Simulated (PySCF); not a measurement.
**A gas-phase reaction: BH3O2 + H2Si → BH5O2Si**

What reaction energy should one expect for `OBO` + `[SiH2]` → `OB(O)[SiH3]`?

Programs: PySCF 2.14.0. All values are calculated, for the isolated system unless a continuum is named. Atoms count from 0, parts from 1.

## (1) Starting point

Each species was relaxed by itself at PBE0-D3(BJ)/def2-SVPD.

## (2) Energies of the species: wB97M-D3(BJ)/def2-TZVPD

Job settings and geometry (Å):

```
{"job": {"kind": "react", "xc": "wB97M-D3(BJ)", "basis": "def2-TZVPD"}, "charge": 0, "multiplicity": 1}
-1 BH3O2 charge 0 multiplicity 1
O     -1.298260    -0.402790    -0.009080
B     -0.147440     0.304520    -0.104390
O      1.031210    -0.306470     0.206660
H     -1.151940    -1.308600     0.284220
H     -0.200800     1.455020    -0.462210
H      1.800130     0.258800     0.114780

-1 H2Si charge 0 multiplicity 1
Si     0.018240    -0.198020     0.688940
H     -1.007840    -0.380320    -0.435700
H      0.952060     0.582780    -0.243370

+1 BH5O2Si charge 0 multiplicity 1
O     -0.534330    -1.370570    -0.893080
B     -0.110140    -0.562550     0.121040
O      0.159460    -1.003900     1.383480
Si     0.171660     1.411810    -0.286520
H     -0.638410    -2.305380    -0.686330
H      0.042770    -1.946070     1.545430
H     -0.783750     1.899450    -1.326790
H      1.557070     1.626420    -0.810980
H      0.015300     2.255750     0.936360
```

Method: wB97M-D3(BJ)/def2-TZVPD reaction energy of separated species, gas phase.

Launch:

```sh
$ OMP_NUM_THREADS=1 python cluster_run.py task.json out
```

This one command runs all jobs of the session in turn.

What it wrote:

```text
species 1 (BH3O2)
coarse grid: 22960 points
cycle   1  E = -177.2004067826  dE =  3.432e-01  |g| = 8.064e-01  |ddm| = 1.693e+00
cycle   2  E = -177.2019605124  dE = -1.554e-03  |g| = 8.702e-01  |ddm| = 1.107e+00
cycle   3  E = -177.3216910219  dE = -1.197e-01  |g| = 3.460e-02  |ddm| = 5.305e-01
cycle   4  E = -177.3220613934  dE = -3.704e-04  |g| = 9.598e-03  |ddm| = 5.071e-02
cycle   5  E = -177.3220959549  dE = -3.456e-05  |g| = 1.459e-03  |ddm| = 1.754e-02
cycle   6  E = -177.3220971689  dE = -1.214e-06  |g| = 6.169e-04  |ddm| = 3.215e-03
final grid: 49744 points
cycle   7  E = -177.3220842528  dE = -6.428e-08  |g| = 5.533e-04  |ddm| = 2.402e-03
cycle   8  E = -177.3220842435  dE =  9.380e-09  |g| = 6.355e-04  |ddm| = 7.274e-04
cycle   9  E = -177.3220843069  dE = -6.344e-08  |g| = 3.382e-05  |ddm| = 2.932e-04
cycle  10  E = -177.3220843073  dE = -4.458e-10  |g| = 1.144e-05  |ddm| = 4.867e-05
converged SCF energy = -177.3220843073

species 2 (H2Si)
coarse grid: 11360 points
cycle   1  E = -290.6497203550  dE = -2.790e-01  |g| = 1.446e-01  |ddm| = 9.912e-01
cycle   2  E = -290.6558048721  dE = -6.085e-03  |g| = 6.003e-02  |ddm| = 2.089e-01
cycle   3  E = -290.6563273100  dE = -5.224e-04  |g| = 8.624e-03  |ddm| = 6.649e-02
cycle   4  E = -290.6563618468  dE = -3.454e-05  |g| = 2.006e-03  |ddm| = 1.939e-02
cycle   5  E = -290.6563657904  dE = -3.944e-06  |g| = 4.085e-04  |ddm| = 6.724e-03
final grid: 22672 points
cycle   6  E = -290.6563650894  dE = -2.312e-07  |g| = 1.922e-04  |ddm| = 1.512e-03
cycle   7  E = -290.6563651269  dE = -3.748e-08  |g| = 7.844e-05  |ddm| = 6.195e-04
cycle   8  E = -290.6563651332  dE = -6.326e-09  |g| = 3.391e-05  |ddm| = 2.558e-04
cycle   9  E = -290.6563651346  dE = -1.389e-09  |g| = 1.785e-06  |ddm| = 1.863e-04
cycle  10  E = -290.6563651346  dE = -1.478e-12  |g| = 5.258e-07  |ddm| = 8.522e-06
converged SCF energy = -290.6563651346

species 3 (BH5O2Si)
coarse grid: 34312 points
cycle   1  E = -467.9191819554  dE =  3.061e-01  |g| = 8.206e-01  |ddm| = 2.264e+00
cycle   2  E = -467.9272934522  dE = -8.111e-03  |g| = 8.730e-01  |ddm| = 1.409e+00
cycle   3  E = -468.0477385701  dE = -1.204e-01  |g| = 4.045e-02  |ddm| = 6.585e-01
cycle   4  E = -468.0482768948  dE = -5.383e-04  |g| = 1.270e-02  |ddm| = 6.597e-02
cycle   5  E = -468.0483389661  dE = -6.207e-05  |g| = 2.130e-03  |ddm| = 2.867e-02
cycle   6  E = -468.0483419325  dE = -2.966e-06  |g| = 7.770e-04  |ddm| = 6.132e-03
final grid: 72416 points
cycle   7  E = -468.0483182510  dE = -2.516e-07  |g| = 3.949e-04  |ddm| = 3.688e-03
cycle   8  E = -468.0483182913  dE = -4.030e-08  |g| = 2.700e-04  |ddm| = 7.917e-04
cycle   9  E = -468.0483183074  dE = -1.611e-08  |g| = 5.823e-05  |ddm| = 2.312e-04
cycle  10  E = -468.0483183087  dE = -1.308e-09  |g| = 3.458e-05  |ddm| = 1.047e-04
cycle  11  E = -468.0483183092  dE = -4.442e-10  |g| = 4.882e-06  |ddm| = 8.744e-05
converged SCF energy = -468.0483183092

Reaction energy = -45.334 kcal/mol
```

Wall time 23 s (1 thread of Arm Neoverse V1, shared host); peak memory 0.74 GiB.

Species by species (with the dispersion term, which the log's SCF energies lack):

```
 ν      species  energy (Eh)  HOMO (eV)
-1          OBO   -177.32575     -12.01
-1       [SiH2]   -290.65772      -9.06
+1  OB(O)[SiH3]   -468.05572     -10.66
```

## (3) Reaction energy: PBE0-D3(BJ)/def2-TZVPD

Same as in step 2 but for these lines:

```diff
@@ -1,2 +1,2 @@
-{"job": {"kind": "react", "xc": "wB97M-D3(BJ)", "basis": "def2-TZVPD"}, "charge": 0, "multiplicity": 1}
+{"job": {"kind": "react", "xc": "PBE0", "basis": "def2-TZVPD", "disp": "d3bj"}, "charge": 0, "multiplicity": 1}
 -1 BH3O2 charge 0 multiplicity 1
```

Level: PBE0-D3(BJ)/def2-TZVPD reaction energy of separated species, gas phase.

What it wrote:

```text
species 1 (BH3O2)
coarse grid: 5120 points
cycle   1  E = -176.9602929478  dE =  3.262e-01  |g| = 8.467e-01  |ddm| = 1.739e+00
cycle   2  E = -176.8043834948  dE =  1.559e-01  |g| = 1.267e+00  |ddm| = 1.453e+00
cycle   3  E = -177.0859045761  dE = -2.815e-01  |g| = 5.025e-02  |ddm| = 9.105e-01
cycle   4  E = -177.0863946353  dE = -4.901e-04  |g| = 1.616e-02  |ddm| = 4.975e-02
cycle   5  E = -177.0864525326  dE = -5.790e-05  |g| = 3.310e-03  |ddm| = 1.416e-02
cycle   6  E = -177.0864543333  dE = -1.801e-06  |g| = 1.532e-03  |ddm| = 3.079e-03
final grid: 49744 points
cycle   7  E = -177.0843872784  dE = -4.772e-05  |g| = 5.836e-03  |ddm| = 7.649e-02
cycle   8  E = -177.0843809053  dE =  6.373e-06  |g| = 8.445e-03  |ddm| = 7.355e-03
cycle   9  E = -177.0843928094  dE = -1.190e-05  |g| = 5.727e-04  |ddm| = 4.997e-03
cycle  10  E = -177.0843928577  dE = -4.822e-08  |g| = 3.009e-04  |ddm| = 4.756e-04
cycle  11  E = -177.0843928725  dE = -1.488e-08  |g| = 7.378e-05  |ddm| = 1.816e-04
cycle  12  E = -177.0843928736  dE = -1.042e-09  |g| = 9.913e-06  |ddm| = 5.821e-05
cycle  13  E = -177.0843928736  dE = -1.634e-11  |g| = 9.254e-07  |ddm| = 7.696e-06
converged SCF energy = -177.0843928736

species 2 (H2Si)
coarse grid: 2864 points
cycle   1  E = -290.4819478892  dE = -1.972e-01  |g| = 1.356e-01  |ddm| = 1.035e+00
cycle   2  E = -290.4851512255  dE = -3.203e-03  |g| = 7.525e-02  |ddm| = 2.313e-01
cycle   3  E = -290.4864501797  dE = -1.299e-03  |g| = 7.868e-03  |ddm| = 7.665e-02
cycle   4  E = -290.4864652468  dE = -1.507e-05  |g| = 5.293e-04  |ddm| = 8.310e-03
cycle   5  E = -290.4864653413  dE = -9.452e-08  |g| = 8.589e-05  |ddm| = 9.623e-04
final grid: 22672 points
cycle   6  E = -290.4862881711  dE = -2.199e-06  |g| = 5.749e-04  |ddm| = 4.400e-03
cycle   7  E = -290.4862882080  dE = -3.683e-08  |g| = 3.461e-04  |ddm| = 8.321e-04
cycle   8  E = -290.4862882243  dE = -1.630e-08  |g| = 1.227e-05  |ddm| = 2.866e-04
cycle   9  E = -290.4862882243  dE = -7.674e-11  |g| = 6.563e-06  |ddm| = 3.106e-05
converged SCF energy = -290.4862882243

species 3 (BH5O2Si)
coarse grid: 7984 points
cycle   1  E = -467.5236668700  dE =  2.860e-01  |g| = 8.563e-01  |ddm| = 2.308e+00
cycle   2  E = -467.3743458735  dE =  1.493e-01  |g| = 1.261e+00  |ddm| = 1.825e+00
cycle   3  E = -467.6531847520  dE = -2.788e-01  |g| = 5.240e-02  |ddm| = 1.145e+00
cycle   4  E = -467.6536800549  dE = -4.953e-04  |g| = 1.760e-02  |ddm| = 6.329e-02
cycle   5  E = -467.6537497870  dE = -6.973e-05  |g| = 4.417e-03  |ddm| = 1.938e-02
cycle   6  E = -467.6537551564  dE = -5.369e-06  |g| = 5.459e-04  |ddm| = 5.678e-03
final grid: 72416 points
cycle   7  E = -467.6507920155  dE = -4.714e-05  |g| = 5.237e-03  |ddm| = 9.614e-02
cycle   8  E = -467.6507883297  dE =  3.686e-06  |g| = 6.975e-03  |ddm| = 8.115e-03
cycle   9  E = -467.6507966036  dE = -8.274e-06  |g| = 5.362e-04  |ddm| = 4.655e-03
cycle  10  E = -467.6507966522  dE = -4.858e-08  |g| = 1.653e-04  |ddm| = 6.345e-04
cycle  11  E = -467.6507966588  dE = -6.591e-09  |g| = 3.248e-05  |ddm| = 1.679e-04
cycle  12  E = -467.6507966590  dE = -1.635e-10  |g| = 1.681e-05  |ddm| = 3.703e-05
converged SCF energy = -467.6507966590

Reaction energy = -51.584 kcal/mol
```

It took 10 s on 1 thread of Arm Neoverse V1, shared host; peak memory 0.62 GiB.

Reaction energy at this level: -51.58 kcal/mol.

## (4) Side by side

Energies in kcal/mol, with wall time:

```csv
run,reaction,time
wB97M-D3(BJ)/def2-TZVPD,-45.33,23 s
PBE0-D3(BJ)/def2-TZVPD,-51.58,10 s
```

## (5) What came out

| quantity | value |
| --- | --- |
| reaction energy (wB97M-D3(BJ)/def2-TZVPD) | -45.33 kcal/mol |
| ΔH, ΔG at 298 K (xTB thermal terms) | -44.7, -33.3 kcal/mol |
| range of the reaction energy over the runs of this table | -51.58 to -45.33 kcal/mol |

In words: The reaction is exothermic by 44.7 kcal/mol in the gas phase; dispersion gives -1.49, and xTB itself gave -40.55 for the electronic energy (xTB energies and thermal terms come from the earlier relaxation of each species, not shown). No barrier was sought. The reaction energy runs from -51.58 (PBE0-D3(BJ)/def2-TZVPD) to -45.33 kcal/mol (wB97M-D3(BJ)/def2-TZVPD).
